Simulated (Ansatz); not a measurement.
## CaMg, space group P-3m1: a frozen displacement of one atom

Run with Ansatz 0.2.0, Python API.

`push_camg.py`
```python
# -*- coding: utf-8 -*-
"""Frozen displacement of one atom in CaMg."""

import warnings

import ansatz as az
import numpy as np
from pymatgen.core import Lattice, Structure
from pymatgen.io.ase import AseAtomsAdaptor

params = {
    "smearing": "gaussian",
    "smearing_width": 0.05,
    "mesh": (7, 7, 2),
    "functional": "PBEsol",
}

warnings.simplefilter("ignore", az.DeckWarning)

pmg_structure = Structure(
    Lattice([[3.636694, 0.0, 0.0], [-1.818347, 3.149469, 0.0], [0.0, 0.0, 11.335599]]),
    ["Ca", "Ca", "Mg", "Mg"],
    [
        [2 / 3, 1 / 3, 0.64302],
        [1 / 3, 2 / 3, 0.35698],
        [1 / 3, 2 / 3, 0.887458],
        [2 / 3, 1 / 3, 0.112542],
    ],
)
crystal = az.Crystal.from_ase(AseAtomsAdaptor.get_atoms(pmg_structure))

inverse = np.linalg.inv(np.array(crystal.lattice.vectors))
home = np.array(crystal.sites[2].position)
values = np.linspace(-0.2, 0.2, 5)
energies, pulls = [], []
for shift in values:
    moved = crystal.move(2, to=home + shift * inverse[2])
    job = (
        moved.calculation()
        .occupations(params["smearing"], width=params["smearing_width"])
        .kpoints(mesh=params["mesh"])
        .functional(params["functional"])
        .forces()  # minus the gradient of the free energy
    )
    r = job.run().report
    energies.append(r["free_energy_ev"])
    pulls.append(r["forces_ev_ang"][2][2])

# the force is minus the slope of the free energy
print("shift (A)   dE (eV)   force along z (eV/A)")
for shift, e, f in zip(values, energies, pulls):
    print(f"{shift:8.3f} {e - energies[2]:10.5f} {f:12.4f}")
print(f"stiffness from energies {2 * np.polyfit(values, energies, 2)[0]:.3f}, from forces {-np.polyfit(values, pulls, 1)[0]:.3f} eV/A^2")
```

Output of `python push_camg.py`:
```text
shift (A)   dE (eV)   force along z (eV/A)
  -0.200    0.06183       0.5448
  -0.100    0.01935       0.3068
   0.000    0.00000       0.0826
   0.100    0.00255      -0.1337
   0.200    0.02710      -0.3596
stiffness from energies 2.228, from forces 2.249 eV/A^2
```

The curvature of the energy gives 2.228 eV/Å² and the slope of the force 2.249 eV/Å², a positive curvature.

For a metal this k-point mesh is coarse: on a finer one energies can move by several to tens of meV an atom and pressures by half a GPa or more, differences at one mesh by less. In a metal a curvature from energy changes of a few meV or less hangs on mesh and smearing, in size and even in sign. This cell is a computed structure, which may not be the phase found in nature. All periodic images of the atom move with it, so the curvature is one diagonal element of the zone-centre force constants and no normal mode; a positive value doesn't exclude soft modes in which several atoms move. It ran for 17 s on 1 thread of Arm Neoverse V2, with other jobs on the host, peak memory 0.47 GiB.
